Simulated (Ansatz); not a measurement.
A nudged elastic band was laid between two geometries of a periodic cell of 63 atoms, Si (host Si, host structure diamond, one Si atom removed).

The calculation used DFT PBE, scalar-relativistic, plane waves, PAW in Ansatz 0.2.0. Settings: PAW set soft_1, cutoff 420 eV, k mesh 1x1x1, gaussian smearing 0.05 eV, no spin polarisation.

```json
{"movable images": "3", "climbing image": "yes", "spring": "5.0 eV/Å²", "optimiser": "quadratic models (default)", "start path": "default", "force threshold": "0.2 eV/Å", "iteration limit": "50", "end points": "relaxed"}
```

First end point:

```xyz
63
Lattice="10.8600 0.0000 0.0000 0.0000 10.8600 0.0000 0.0000 0.0000 10.8600" Properties=species:S:1:pos:R:3
Si 5.437 0.026 -0.024
Si 6.785 1.361 1.359
Si 8.122 2.709 -0.021
Si 9.495 4.073 1.353
Si 8.145 0.002 2.720
Si 9.495 1.356 4.085
Si 0.003 0.002 0.001
Si 1.369 1.355 1.352
Si 2.742 2.721 -0.021
Si 4.078 4.068 1.361
Si 5.426 5.402 -0.022
Si 6.791 6.776 1.350
Si 8.145 8.143 0.001
Si 9.506 9.501 1.363
Si 2.721 0.002 2.716
Si 4.078 1.360 4.077
Si 5.431 2.714 2.719
Si 6.786 4.069 4.077
Si 8.145 5.427 2.717
Si 9.506 6.789 4.075
Si 5.425 0.024 5.460
Si 6.731 1.414 6.848
Si 8.121 2.720 5.460
Si 9.503 4.068 6.795
Si 8.121 0.025 8.153
Si 9.502 1.360 9.503
Si -0.001 5.427 0.001
Si 1.358 6.788 1.362
Si 2.720 8.145 0.001
Si 4.074 9.511 1.351
Si 0.003 2.714 2.720
Si 1.370 4.074 4.087
Si 2.720 5.427 2.720
Si 4.074 6.777 4.085
Si 5.434 8.144 2.718
Si 6.791 9.512 4.086
Si 0.000 0.001 5.435
Si 1.359 1.360 6.794
Si 2.744 2.708 5.461
Si 4.134 4.011 6.852
Si 5.438 5.401 5.461
Si 6.786 6.785 6.795
Si 8.145 8.146 5.437
Si 9.496 9.511 6.790
Si 2.742 0.025 8.142
Si 4.127 1.414 9.450
Si 6.733 4.013 9.449
Si 8.122 5.404 8.144
Si 9.494 6.778 9.507
Si 0.002 8.144 2.718
Si 1.359 9.501 4.074
Si 0.003 5.427 5.437
Si 1.369 6.777 6.789
Si 2.720 8.142 5.436
Si 4.078 9.502 6.795
Si 0.001 2.714 8.148
Si 1.359 4.069 9.502
Si 2.744 5.402 8.155
Si 4.078 6.785 9.503
Si 5.431 8.143 8.148
Si 6.785 9.503 9.501
Si 0.003 8.144 8.150
Si 1.369 9.512 9.509
```

Last end point:

```xyz
63
Lattice="10.8600 0.0000 0.0000 0.0000 10.8600 0.0000 0.0000 0.0000 10.8600" Properties=species:S:1:pos:R:3
Si 5.431 0.011 -0.011
Si 6.784 1.361 1.354
Si 8.134 2.714 -0.011
Si 9.502 4.072 1.357
Si 8.146 -0.001 2.714
Si 9.506 1.361 4.076
Si -0.001 -0.001 0.001
Si 1.361 1.361 1.361
Si 2.718 2.718 -0.001
Si 4.072 4.072 1.357
Si 5.427 5.427 -0.001
Si 6.784 6.784 1.361
Si 8.146 8.146 0.001
Si 9.502 9.502 1.357
Si 2.714 0.011 2.726
Si 4.077 1.384 4.099
Si 5.427 2.718 2.716
Si 6.761 4.068 4.099
Si 8.134 5.431 2.726
Si 9.499 6.784 4.076
Si 5.427 0.001 5.433
Si 6.761 1.384 6.783
Si 8.144 2.718 5.433
Si 9.502 4.072 6.787
Si 8.134 0.011 8.146
Si 9.499 1.361 9.499
Si 0.011 5.431 -0.011
Si 1.361 6.784 1.354
Si 2.714 8.134 -0.011
Si 4.072 9.502 1.357
Si 0.011 2.714 2.726
Si 1.384 4.077 4.099
Si 2.718 5.427 2.716
Si 4.068 6.761 4.099
Si 5.431 8.134 2.726
Si 6.784 9.499 4.076
Si 0.011 0.011 5.429
Si 1.384 1.384 6.792
Si 2.781 2.781 5.496
Si 5.364 2.781 8.079
Si 5.364 5.364 5.496
Si 6.761 6.761 6.792
Si 8.134 8.134 5.429
Si 9.502 9.502 6.787
Si 2.718 0.001 8.142
Si 4.068 1.384 9.476
Si 6.761 4.077 9.476
Si 8.144 5.427 8.142
Si 9.506 6.784 9.499
Si -0.001 8.146 2.714
Si 1.361 9.506 4.076
Si 0.001 5.427 5.433
Si 1.384 6.761 6.783
Si 2.718 8.144 5.433
Si 4.072 9.502 6.787
Si 0.001 2.718 8.142
Si 1.384 4.068 9.476
Si 2.781 5.364 8.079
Si 4.077 6.761 9.476
Si 5.427 8.144 8.142
Si 6.784 9.506 9.499
Si 0.011 8.134 8.146
Si 1.361 9.499 9.499
```

**Question.** Which bonds break or form, and what moves?

**Answer.** The atom that moves furthest is Si40, by 2.13 Å; four of its nearest neighbours are Si58 2.36, Si41 2.36, Si39 2.36, Si22 3.67 Å at the first end and Si47 2.36, Si46 2.36, Si22 2.36, Si58 3.65 Å at the last.

**Question.** What energy profile does the band end with?

**Answer.** It converged. The highest image is number 2 of 0 to 4, 0.161 eV above the ends, which have the same energy within 2 meV. The threshold of 0.2 eV/Å is loose, so the images may lie well off the minimum-energy path. The order of the point at the top wasn't checked. Limits of this set-up: coarse k mesh, no spin, though dangling bonds at a vacancy may carry it, a typed lattice constant that wasn't relaxed here.

```
image  path coordinate (Å)  energy (eV)  Si39–Si40 (Å)  Si40–Si41 (Å)  Si40–Si58 (Å)
    0                 0.00        0.000           2.36           2.36           2.36
    1                 0.62        0.105           2.45           2.45           2.45
    2                 1.24        0.161           2.69           2.69           2.69
    3                 1.88        0.111           3.20           3.20           3.20
    4                 2.52        0.000           3.65           3.65           3.65
```

**Question.** What is the geometry of the highest image?

**Answer.** 
```xyz
63
Lattice="10.8600 0.0000 0.0000 0.0000 10.8600 0.0000 0.0000 0.0000 10.8600" Properties=species:S:1:pos:R:3:forces:R:3
Si 5.386 0.099 -0.098 -0.03 0.01 -0.01
Si 6.764 1.381 1.315 -0.01 0.01 -0.01
Si 8.047 2.759 -0.097 -0.01 0.03 -0.01
Si 9.482 4.071 1.338 -0.01 -0.03 -0.01
Si 8.131 0.014 2.679 0.00 0.00 0.01
Si 9.504 1.339 4.060 0.00 0.01 0.01
Si -0.037 0.014 -0.013 0.01 0.00 0.00
Si 1.344 1.339 1.360 0.01 0.01 0.00
Si 2.705 2.712 0.003 0.01 0.01 -0.01
Si 4.075 4.071 1.359 0.00 -0.01 0.00
Si 5.434 5.441 0.004 -0.01 -0.01 -0.01
Si 6.806 6.801 1.360 -0.01 -0.01 0.00
Si 8.131 8.183 -0.013 0.00 -0.01 0.00
Si 9.502 9.504 1.358 -0.01 0.01 -0.01
Si 2.699 -0.015 2.716 0.01 0.01 0.00
Si 4.071 1.345 4.073 0.01 0.01 0.01
Si 5.430 2.716 2.718 -0.01 0.01 0.00
Si 6.800 4.075 4.073 -0.01 -0.01 0.01
Si 8.161 5.446 2.716 -0.01 -0.01 0.00
Si 9.541 6.773 4.089 -0.01 -0.01 0.01
Si 5.434 -0.002 5.421 -0.01 0.01 0.01
Si 6.603 1.543 6.763 0.00 0.00 0.03
Si 8.148 2.712 5.421 -0.01 0.01 0.01
Si 9.503 4.071 6.791 0.00 0.00 0.00
Si 8.047 0.099 8.102 -0.01 0.01 -0.03
Si 9.459 1.381 9.480 -0.01 0.01 -0.01
Si 0.000 5.446 0.016 0.00 -0.01 -0.01
Si 1.373 6.773 1.397 0.01 0.00 -0.01
Si 2.699 8.145 0.016 0.01 0.00 -0.01
Si 4.074 9.523 1.338 0.03 0.01 -0.01
Si 0.025 2.714 2.740 0.01 0.03 0.01
Si 1.459 4.028 4.175 0.01 -0.03 0.01
Si 2.740 5.405 2.761 0.01 -0.01 0.01
Si 4.118 6.687 4.174 0.03 -0.01 0.01
Si 5.432 8.121 2.740 -0.03 -0.01 0.01
Si 6.806 9.501 4.060 -0.01 0.00 0.01
Si 0.000 -0.015 5.415 0.00 0.01 0.01
Si 1.357 1.345 6.787 0.01 0.01 0.01
Si 2.903 2.687 5.619 -0.01 0.03 -0.01
Si 4.736 3.409 7.452 0.00 0.00 0.00
Si 5.458 5.243 5.618 -0.03 0.01 -0.01
Si 6.800 6.788 6.787 -0.01 -0.01 0.01
Si 8.161 8.145 5.415 -0.01 0.00 0.01
Si 9.482 9.523 6.790 -0.01 0.01 0.03
Si 2.705 -0.002 8.150 0.01 0.01 -0.01
Si 4.047 1.543 9.318 0.03 0.00 0.01
Si 6.603 4.098 9.319 0.00 -0.03 0.00
Si 8.148 5.441 8.150 -0.01 -0.01 -0.01
Si 9.504 6.801 9.522 0.00 -0.01 -0.01
Si 0.003 8.143 2.719 0.01 -0.01 0.01
Si 1.373 9.464 4.089 0.01 0.01 0.00
Si 0.046 5.405 5.456 0.01 -0.01 0.01
Si 1.459 6.687 6.834 0.01 -0.01 0.03
Si 2.740 8.100 5.456 0.01 -0.01 0.01
Si 4.075 9.503 6.791 0.01 0.00 0.00
Si 0.002 2.716 8.146 0.00 0.01 -0.01
Si 1.357 4.075 9.516 0.01 -0.01 -0.01
Si 2.903 5.243 8.174 -0.01 0.01 -0.03
Si 4.071 6.788 9.516 0.01 -0.01 -0.01
Si 5.430 8.144 8.146 -0.01 0.00 -0.01
Si 6.764 9.547 9.480 -0.01 0.01 -0.01
Si 0.024 8.121 8.148 0.01 -0.01 -0.03
Si 1.345 9.502 9.522 0.01 0.00 -0.01
```

Time of the run: 94 s on 4 threads of Arm Neoverse V2, with other jobs on the host, peak memory 2.7 GiB.
